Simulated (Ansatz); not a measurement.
**ClH6NSi3: small, medium and large basis sets**

How large a basis does ClH6NSi3 need? Two functionals are run in growing sets.

Method: one geometry, several basis sets; program: Ansatz 0.2.0, Gaussian basis.

Levels to be run: PBE0-D4/def2-SVP; ωB97M-V/def2-SVP; PBE0-D4/def2-QZVPP; ωB97M-V/def2-QZVPP; the functionals' def2-TZVPP values are taken from earlier runs.

## (1) Structure used throughout

An earlier PBE0-D4 in a triple-zeta def2 set relaxation fixed the geometry.

11 atoms, charge 0, spin multiplicity 1.

Atoms are counted from 1 here; the program's logs count them from 0.

Bond lengths: Si1–N2 1.762 Å, Si1–H6 1.489 Å, Si1–H7 1.481 Å, Si1–H8 1.481 Å, N2–Si3 1.755 Å, N2–Si4 1.723 Å, Si3–H9 1.484 Å, Si3–H10 1.486 Å, Si3–H11 1.484 Å, Si4–Cl5 2.112 Å. Angles: N2–Si1–H6 105.5°, N2–Si1–H7 111.3°, N2–Si1–H8 111.3°, H6–Si1–H7 108.9°, H6–Si1–H8 108.9°, H7–Si1–H8 110.8°, Si1–N2–Si3 116.8°, Si1–N2–Si4 126.0°, Si3–N2–Si4 117.2°, N2–Si3–H9 110.4°, N2–Si3–H10 107.2°, N2–Si3–H11 110.4°, H9–Si3–H10 109.9°, H9–Si3–H11 109.0°, H10–Si3–H11 109.9°, N2–Si4–Cl5 100.1°.

As a file:

```xyz
11
charge 0, multiplicity 1
Si   -1.3470   -0.2012    0.3995
N     0.1694    0.2325   -0.3858
Si    1.6462   -0.3118    0.3897
Si    0.3326    1.1383   -1.8424
Cl   -1.7006    1.4933   -2.2894
H    -0.9595   -0.9720    1.6135
H    -2.1001    1.0033    0.8171
H    -2.1762   -1.0647   -0.4717
H     1.7502    0.2524    1.7587
H     2.7802    0.1664   -0.4426
H     1.6703   -1.7935    0.4740
```

## (2) PBE0-D4 in def2-SVP

Contents of in.yaml:

```yaml
crystal:
  periodic: [false, false, false]
  atoms:
    - {symbol: Si, position_ang: [-1.347035, -0.201173, 0.399523]}
    - {symbol: N, position_ang: [0.169350, 0.232462, -0.385834]}
    - {symbol: Si, position_ang: [1.646201, -0.311804, 0.389741]}
    - {symbol: Si, position_ang: [0.332605, 1.138267, -1.842438]}
    - {symbol: Cl, position_ang: [-1.700603, 1.493313, -2.289360]}
    - {symbol: H, position_ang: [-0.959469, -0.972019, 1.613489]}
    - {symbol: H, position_ang: [-2.100121, 1.003285, 0.817086]}
    - {symbol: H, position_ang: [-2.176206, -1.064742, -0.471693]}
    - {symbol: H, position_ang: [1.750168, 0.252378, 1.758661]}
    - {symbol: H, position_ang: [2.780202, 0.166442, -0.442648]}
    - {symbol: H, position_ang: [1.670307, -1.793508, 0.473971]}
basis:
  gaussian: {orbitals: def2-SVP}
hamiltonian: {xc: pbe0, dispersion: d4}
output: {orbitals: {seedname: orbitals}}
```

Further steps of the session: ωB97M-V in def2-SVP; PBE0-D4 in def2-QZVPP; ωB97M-V in def2-QZVPP.

Q: Predict the results of all the runs planned. Wanted: PBE0-D4: double and triple zeta above quadruple; ωB97M-V: double and triple zeta above quadruple.

**Answer**, as computed:

```
                                       quantity           value
PBE0-D4: double and triple zeta above quadruple  15.84, 1.27 eV
ωB97M-V: double and triple zeta above quadruple  15.82, 1.19 eV
```

For PBE0-D4 the step from double to triple zeta gains 14.56 eV and the next only 1.27 eV. These are total energies; as a rule much of such shifts cancels in differences, which this series doesn't test.
